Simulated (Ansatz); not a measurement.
# FGeH5OSi: the cost of one run

All numbers are computed with Ansatz 0.2.0 through its Python package. Level of theory: MP2/def2-SVPD.

## Step 1: The structure

Bond lengths: F1–Si2 1.682 Å, Si2–O3 1.747 Å, O3–Ge4 1.812 Å, Si2–H5 1.476 Å, Si2–H6 1.477 Å, Ge4–H7 1.504 Å, Ge4–H8 1.523 Å, Ge4–H9 1.580 Å. Angles: F1–Si2–O3 110.1°, F1–Si2–H5 108.9°, F1–Si2–H6 110.2°, O3–Si2–H5 109.2°, O3–Si2–H6 109.9°, H5–Si2–H6 108.6°, Si2–O3–Ge4 103.1°, O3–Ge4–H7 111.2°, O3–Ge4–H8 110.0°, O3–Ge4–H9 105.8°, H7–Ge4–H8 113.6°, H7–Ge4–H9 109.1°, H8–Ge4–H9 106.8°.

No structure file is read: the coordinates are typed or built in the script.

## Step 2: The script

Input file run_ip.py:

```python
import logging
import sys

import ansatz

logging.basicConfig(stream=sys.stdout, format="%(levelname)s %(message)s")
log = logging.getLogger("fgeh5osi")
log.setLevel(logging.INFO)


def energy(molecule, charge=0, unpaired=0):
    calc = (
        molecule.calculation()
        .basis(gaussian="def2-SVPD")
        .correlation("MP2")
    )
    if charge:
        calc = calc.charge(charge)
    if unpaired:
        calc = calc.spin("collinear", total=unpaired)
    return calc.run(threads=1).report["free_energy_ev"]

GEOMETRY = """
F    -1.48900   -0.47680    1.58900
Si   -0.68180    0.83960    0.92310
O     0.96290    0.40020    0.53240
Ge    0.76310   -0.73330   -0.86680
H    -0.66880    1.93970    1.90710
H    -1.38090    1.30390   -0.29230
H     0.14670   -0.03660   -2.04890
H     0.00010   -1.97490   -0.42590
H     2.22170   -1.20430   -1.24880
"""


def main() -> None:
    mol = ansatz.Crystal.molecule()
    for line in GEOMETRY.strip().splitlines():
        symbol, *xyz = line.split()
        mol = mol.atom(symbol, [float(v) for v in xyz])

    parent = energy(mol, 0, 0)
    cation = energy(mol, 1, 1)
    log.info(f"E(N)   = {parent:.5f} eV")
    log.info(f"E(N-1) = {cation:.5f} eV  (1 unpaired)")
    log.info(f"vertical ionisation energy {cation - parent:.3f} eV")
    anion = energy(mol, -1, 1)
    log.info(f"E(N+1) = {anion:.5f} eV  (1 unpaired)")
    log.info(f"vertical electron affinity {parent - anion:.3f} eV" + ("" if anion < parent else " (unbound in this basis)"))
    log.info(f"fundamental gap IP - EA = {cation + anion - 2 * parent:.3f} eV")


if __name__ == "__main__":
    main()
```

## Step 3: The input behind the calls

The package turns the script's settings into the engine's input (first run):

```yaml
crystal:
  periodic: [false, false, false]
  atoms:
    - { symbol: F, position_ang: [-1.489, -0.4768, 1.589] }
    - { symbol: Si, position_ang: [-0.6818, 0.8396, 0.9231] }
    - { symbol: O, position_ang: [0.9629, 0.4002, 0.5324] }
    - { symbol: Ge, position_ang: [0.7631, -0.7333, -0.8668] }
    - { symbol: H, position_ang: [-0.6688, 1.9397, 1.9071] }
    - { symbol: H, position_ang: [-1.3809, 1.3039, -0.2923] }
    - { symbol: H, position_ang: [0.1467, -0.0366, -2.0489] }
    - { symbol: H, position_ang: [0.0001, -1.9749, -0.4259] }
    - { symbol: H, position_ang: [2.2217, -1.2043, -1.2488] }
basis:
  gaussian:
    orbitals: def2-SVPD
correlation:
  method: mp2
```

## Step 4: Running it

Started as:

```bash
$ python run_ip.py
```

What time and memory should one allow on 1 thread of Arm Neoverse V2, shared host?

About 1.8 min, with a peak of 0.63 GiB.
